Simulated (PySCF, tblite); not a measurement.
# C₆H₃ClF radical: geometry, infrared bands and EPR parameters

Aim: predict the infrared bands and EPR parameters of C₆H₃ClF radical (`Fc1cc[c]cc1Cl`).

The runs use tblite 0.8.0 and PySCF 2.14.0, with density-fitted response routines of our own; the level of theory stands in each step. All values are computed, except where a source is named. Atoms count from 0, in the outputs and in this text.

### 1 Starting geometry

11 atoms, charge 0, multiplicity 2; geometry from: force field or distance geometry start.

Bonds of the start (Å): F0–C1 1.34, C1–C2 1.38, C2–C3 1.39, C3–C4 1.40, C4–C5 1.39, C5–C6 1.40, C6–Cl7 1.73, C6–C1 1.40, C2–H8 1.09, C3–H9 1.09, C5–H10 1.09.

### 2 Geometry optimisation with GFN2-xTB

Job settings and geometry (Å):

```
{"job": {"kind": "relax", "xc": "GFN2-xTB", "basis": "xTB"}, "charge": 0, "multiplicity": 2}
F      1.141500     2.170900    -0.140900
C      0.494400     0.998600    -0.075300
C     -0.883500     0.975900    -0.104600
C     -1.571900    -0.229500    -0.040500
C     -0.856300    -1.430100     0.093000
C      0.533800    -1.411600     0.125200
C      1.218300    -0.191900     0.048200
Cl     2.944400    -0.176600     0.108800
H     -1.431900     1.911300    -0.198500
H     -2.661300    -0.265400    -0.059400
H      1.078000    -2.349000     0.217900
```

On the command line:

```console
OMP_NUM_THREADS=1 python probes_run.py task.json out
```

The driver reads the jobs from task.json and runs them one after another.

**Question.** This job is followed by: GFN2-xTB harmonic vibrations, gas phase; UKS B3LYP, pcH-1 on C Cl F H, non-relativistic, mean-field spin-orbit, GIAO. Predict these results of the whole session: strongest single infrared mode (GFN2-xTB); zero-point energy (GFN2-xTB); g(iso) (B3LYP); ⟨S²⟩; largest a(iso); potential on the surface of density 0.002 e/bohr³, 1st and 99th percentile.

As calculated:

| quantity | value |
| --- | --- |
| strongest single infrared mode (GFN2-xTB) | 1226 cm⁻¹, 66 km/mol |
| zero-point energy (GFN2-xTB) | 42.0 kcal/mol |
| g(iso) (B3LYP) | 2.00260 |
| ⟨S²⟩ | 0.757 (exact 0.75) |
| largest a(iso) | 13C on C4, 411.3 MHz |
| potential on the surface of density 0.002 e/bohr³, 1st and 99th percentile | -0.76 V and 1.27 V |

In words: The optimisation took 13 steps and gained 0.112 eV; among the close pairs (by a distance rule), C3–C4 changed most, from 1.404 to 1.364 Å. No mode is imaginary among the 27: a minimum at this level. The strongest single mode, at 1226 cm⁻¹, has its largest shares on C1, H9 and F0 (the list is cut at 3 atoms). Unscaled tight-binding wavenumbers are off by several per cent, some by more. Its intensities can rank the bands wrongly. C4 carries the largest spin population, 1.01 e. The isotropic g lies 0.3 ppt above the free-electron value. The conformer search found further structures of the same energy, which may be mirror or relabelled copies of this one.
